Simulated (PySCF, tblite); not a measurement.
# C₅H₉AlO: geometry, infrared bands and NMR shifts

What infrared bands and NMR shifts should C₅H₉AlO (`[CH3][AlH][O]C1=CCC1`) show?

Computed with tblite 0.8.0 and PySCF 2.14.0, with density-fitted response routines of our own, on a single molecule in the gas phase. Atoms are numbered from 0 throughout.

### 1 Starting geometry

16 atoms, charge 0, multiplicity 1; geometry from: force field or distance geometry start.

Bonds of the start (Å): C0–Al1 2.01, Al1–O2 1.85, O2–C3 1.39, C3–C4 1.39, C4–C5 1.49, C5–C6 1.43, C6–C3 1.50, C0–H7 1.11, C0–H8 1.11, C0–H9 1.12, Al1–H10 1.59, C4–H11 1.08, C5–H12 1.10, C5–H13 1.11, C6–H14 1.11, C6–H15 1.10.

### 2 Optimising the geometry with GFN2-xTB

The job: settings as JSON, then the geometry in Å.

```
{"job": {"kind": "relax", "xc": "GFN2-xTB", "basis": "xTB"}, "charge": 0, "multiplicity": 1}
C      2.631600     0.005000     0.137300
Al     1.628500     1.733100    -0.039800
O     -0.217200     1.747900    -0.136800
C     -1.000600     0.601800    -0.119600
C     -2.365900     0.346700    -0.167600
C     -2.135900    -1.119400    -0.069800
C     -0.725200    -0.866800    -0.004900
H      3.718200     0.217600     0.192900
H      2.412900    -0.633900    -0.741800
H      2.298300    -0.516000     1.066900
H      2.442300     3.100900    -0.072400
H     -3.248300     0.967800    -0.264700
H     -2.448700    -1.655600    -0.979100
H     -2.548200    -1.538200     0.870600
H     -0.279300    -1.127400     0.982900
H     -0.170000    -1.254500    -0.870100
```

The run is started by

```bash
OMP_NUM_THREADS=1 python probes_run.py task.json out
```

One launch serves the whole session: the jobs run in the order shown.

**Question.** This job is followed by: GFN2-xTB harmonic vibrations, gas phase; GIAO PBE0/pcSseg-1 NMR shielding, non-relativistic, gas phase. Predict these results of the whole session: strongest single infrared mode (GFN2-xTB); zero-point energy (GFN2-xTB); 13C shifts against TMS (PBE0/pcSseg-1); 1H shifts against TMS (PBE0/pcSseg-1, means over atoms taken as alike); 27Al shifts against AlH4- (PBE0/pcSseg-1); 17O shifts against H2O (PBE0/pcSseg-1).

As calculated:

| quantity | value |
| --- | --- |
| strongest single infrared mode (GFN2-xTB) | 1308 cm⁻¹, 403 km/mol |
| zero-point energy (GFN2-xTB) | 75.8 kcal/mol |
| 13C shifts against TMS (PBE0/pcSseg-1) | 156.3, 111.1, 37.5, 20.2, -7.3 ppm |
| 1H shifts against TMS (PBE0/pcSseg-1, means over atoms taken as alike) | 4.90, 4.62, 2.70, 2.07, -0.14 ppm |
| 27Al shifts against AlH4- (PBE0/pcSseg-1) | 99.9 ppm |
| 17O shifts against H2O (PBE0/pcSseg-1) | 169.4 ppm |

In words: The optimisation took 73 steps and gained 1.185 eV; among the close pairs (by a distance rule), Al1–O2 changed most, from 1.848 to 1.659 Å. All 42 modes are real, so the xTB geometry is a minimum. The strongest single mode, at 1308 cm⁻¹, is carried by C3, O2, C4. GFN2-xTB is a fitted tight-binding method: band positions and strengths are rough. Its intensities can rank the bands wrongly. C3 (alkene carbon bearing oxygen) lies farthest downfield among carbon, at 156.3 ppm; an sp2 carbon further deshielded by the attached heteroatom.
